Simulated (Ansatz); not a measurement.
**CH6OSi2: small, medium and large basis sets**

The task here is to estimate one member of a computed series from the others.

Method: one geometry, several basis sets; program: Ansatz 0.2.0, Gaussian basis.

Plan: PBE0-D4/def2-SVP; ωB97M-V/def2-SVP; PBE0-D4/def2-QZVPP; ωB97M-V/def2-QZVPP; the functionals' def2-TZVPP values are taken from earlier runs.

### The relaxed structure

An earlier PBE0-D4 in a triple-zeta def2 set relaxation fixed the geometry.

SMILES `[SiH3][SiH]1CO1`, 10 atoms, charge 0, spin multiplicity 1.

Atoms are counted from 1 here; the program's logs count them from 0.

Bond lengths: Si1–Si2 2.329 Å, Si1–H5 1.487 Å, Si1–H6 1.488 Å, Si1–H7 1.485 Å, Si2–C3 1.814 Å, Si2–O4 1.674 Å, Si2–H8 1.485 Å, C3–O4 1.461 Å, C3–H9 1.088 Å, C3–H10 1.089 Å. Angles: Si2–Si1–H5 110.7°, Si2–Si1–H6 109.4°, Si2–Si1–H7 108.8°, H5–Si1–H6 108.7°, H5–Si1–H7 109.6°, H6–Si1–H7 109.6°, Si1–Si2–C3 121.8°, Si1–Si2–O4 116.3°, Si1–Si2–H8 116.7°, C3–Si2–O4 49.3°, C3–Si2–H8 119.1°, O4–Si2–H8 115.3°, Si2–C3–O4 60.3°, Si2–C3–H9 122.0°, Si2–C3–H10 121.0°, O4–C3–H9 113.3°, O4–C3–H10 113.1°, H9–C3–H10 113.9° and more.

Set-up of the first run:

in.yaml reads:

```yaml
crystal:
  periodic: [false, false, false]
  atoms:
    - {symbol: Si, position_ang: [-1.268430, 0.897083, -0.907798]}
    - {symbol: Si, position_ang: [-0.101697, -0.746873, 0.259097]}
    - {symbol: C, position_ang: [1.531396, -0.427589, 0.981971]}
    - {symbol: O, position_ang: [1.431732, -1.110080, -0.306492]}
    - {symbol: H, position_ang: [-1.797996, 0.356826, -2.187776]}
    - {symbol: H, position_ang: [-2.410351, 1.372782, -0.081545]}
    - {symbol: H, position_ang: [-0.349031, 2.029721, -1.186415]}
    - {symbol: H, position_ang: [-0.890558, -1.908734, 0.741866]}
    - {symbol: H, position_ang: [2.009982, 0.547578, 0.917319]}
    - {symbol: H, position_ang: [1.928153, -1.061915, 1.772573]}
basis:
  gaussian: {orbitals: def2-SVP}
hamiltonian: {xc: pbe0, dispersion: d4}
output: {orbitals: {seedname: orbitals}}
```

Launch:

```
$ ansatz run in.yaml --threads 2 --pin off --events-out ev --progress --plain --max-ram 4352MiB
```

Steps of the session up to this table: PBE0-D4 in def2-SVP; ωB97M-V in def2-SVP; PBE0-D4 in def2-QZVPP; ωB97M-V in def2-QZVPP.

One of the session's tables, all rows but one given; the rest of the session is left out.

| functional | basis | HOMO (eV) |
| --- | --- | --- |
| PBE0-D4 | def2-SVP | -7.50 |
| PBE0-D4 | def2-TZVPP | -7.52 |
| PBE0-D4 | def2-QZVPP | -7.54 |
| ωB97M-V | def2-SVP | ? |
| ωB97M-V | def2-TZVPP | -9.71 |
| ωB97M-V | def2-QZVPP | -9.73 |

Q: Estimate the row for ωB97M-V, def2-SVP from the others.

**Answer.** HOMO (eV): -9.67. In the column «HOMO (eV)» it lies between ωB97M-V, def2-TZVPP (-9.71) and PBE0-D4, def2-QZVPP (-7.54).
